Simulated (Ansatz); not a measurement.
# Ta2N: the cost of one run

Program: Ansatz 0.2.0. Level of theory: DFT PBEsol, scalar-relativistic, plane waves, PAW. These are calculated values, not measurements.

4 further runs of the same task are left out: 2 that didn't finish, 2 set aside as unsound or not needed.

## 1. Starting point

The structure is trigonal, space group P-31m (No. 162). Conventional cell: a = 5.315 Å, b = 5.315 Å, c = 4.958 Å, α = 90.00°, β = 90.00°, γ = 120.00°. Ta (site symmetry m) has 3 N at 2.15 to 2.17 Å as nearest neighbours. N (site symmetry 32) has 6 Ta at 2.17 Å as nearest neighbours. N (site symmetry -3m) is surrounded by 6 Ta at 2.15 Å.

As a file:

```
Ta N
1.0
     5.31452    0.00000    0.00000
    -2.65726    4.60251    0.00000
     0.00000    0.00000    4.95837
Ta N
6 3
Cartesian
  1.7727 3.0704 3.7330
  -0.8845 1.5321 3.7330
  1.7691 0.0000 3.7330
  0.8845 1.5321 1.2254
  -1.7727 3.0704 1.2254
  3.5454 0.0000 1.2254
  2.6573 1.5342 2.4792
  0.0000 3.0683 2.4792
  0.0000 0.0000 0.0000
```

It goes back to an entry of the Materials Project, which need not be the stable form.

It is the result of an earlier relaxation at this level (volume 13.48 Å³/atom; gap on the mesh: none (metal)).

## 2. Relaxing with PBEsol

input.yaml reads:

```yaml
crystal:
  lattice:
    - [5.3145177936, 0.0, 0.0]
    - [-2.6572588968, 4.6025074181, 0.0]
    - [0.0, 0.0, 4.9583724952]
  atoms:
    - { symbol: Ta, position: [0.6671217616, 0.6671217616, 0.7528586985] }
    - { symbol: Ta, position: [0.0, 0.3328782384, 0.7528586985] }
    - { symbol: Ta, position: [0.3328782384, 0.0, 0.7528586985] }
    - { symbol: Ta, position: [0.3328782384, 0.3328782384, 0.2471413015] }
    - { symbol: Ta, position: [0.0, 0.6671217616, 0.2471413015] }
    - { symbol: Ta, position: [0.6671217616, 0.0, 0.2471413015] }
    - { symbol: "N", position: [0.6666666667, 0.3333333333, 0.5] }
    - { symbol: "N", position: [0.3333333333, 0.6666666667, 0.5] }
    - { symbol: "N", position: [0.0, 0.0, 0.0] }
basis:
  ecutwfc: 420
kpoints:
  mp_grid: { grid: [12, 12, 8] }
hamiltonian:
  xc: pbesol
scf:
  occupations: { method: fermi_dirac, width: 0.15 }
output:
  forces: true
  stress: true
  eigenvalues: true
relax:
  adjacent_minimum: "off"
  f_tol: 0.001
  max_steps: 60
  cell: { stress_tol: 0.01 }
```

Started as:

```console
ansatz run input.yaml --threads 2 --pin off --max-ram 7168MiB --backend cpu --events-out ev --progress --plain --runs-dir out
```

What time and memory should one allow on 2 threads of Intel Xeon Platinum 8259CL at 2.50GHz (Skylake/Cascade Lake), shared host?

About 5.2 min, with a peak of 0.99 GiB.
